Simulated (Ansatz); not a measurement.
# GaN: the cost of one run

Computed with Ansatz 0.2.0 (DFT LDA, scalar-relativistic, plane waves, PAW, unless a step's input says otherwise).

3 further runs of the same task are left out: 3 set aside as unsound or not needed.

**1. The system as given**

Symmetry: F-43m, No. 216, cubic system. The conventional cell has a = 4.455 Å, b = 4.455 Å, c = 4.455 Å, α = 90.00°, β = 90.00°, γ = 90.00°. Around Ga (site symmetry -43m) lie 4 N at 1.93 Å. N (site symmetry -43m) is surrounded by 4 Ga at 1.93 Å.

Structure file:

```cif
data_structure
_symmetry_space_group_name_H-M 'F-43m'
_symmetry_Int_Tables_number 216
_cell_length_a 4.4554
_cell_length_b 4.4554
_cell_length_c 4.4554
_cell_angle_alpha 90.000
_cell_angle_beta 90.000
_cell_angle_gamma 90.000
_cell_volume 88.44
loop_
_atom_site_label
_atom_site_type_symbol
_atom_site_symmetry_multiplicity
_atom_site_Wyckoff_symbol
_atom_site_fract_x
_atom_site_fract_y
_atom_site_fract_z
_atom_site_occupancy
Ga1 Ga 4 a 0.00000 0.00000 0.00000 1
N1 N 4 c 0.25000 0.25000 0.25000 1
```

It goes back to an entry of the Materials Project.

It is the result of an earlier relaxation at this level (volume 11.06 Å³/atom; gap on the mesh: 1.96 eV).

**2. Relaxing at 7 GPa**

At a set pressure the run lowers the enthalpy E + PV, so the energy alone may rise along the way.

Input file input.yaml:

```yaml
crystal:
  lattice:
    - [0.0, 2.2277008333, 2.2277008333]
    - [2.2277008333, 0.0, 2.2277008333]
    - [2.2277008333, 2.2277008333, 0.0]
  atoms:
    - { symbol: Ga, position: [0.0, 0.0, 0.0] }
    - { symbol: "N", position: [0.75, 0.75, 0.75] }
basis:
  ecutwfc: 420
kpoints:
  mp_grid: { grid: [10, 10, 10] }
hamiltonian:
  xc: lda
scf:
  occupations: { method: fixed }
output:
  forces: true
  stress: true
  eigenvalues: true
relax:
  adjacent_minimum: "off"
  f_tol: 0.001
  max_steps: 60
  cell: { stress_tol: 0.02, p_target: 7.0 }
```

Launch:

```bash
ansatz run input.yaml --threads 1 --pin off --max-ram 3072MiB --backend cpu --events-out ev --progress --plain --runs-dir out
```

**Question.** How long does this run take on 1 thread of Intel Xeon Platinum 8488C (Sapphire Rapids), shared host, and how much memory does it need?

About 12 s, with a peak of 0.35 GiB.
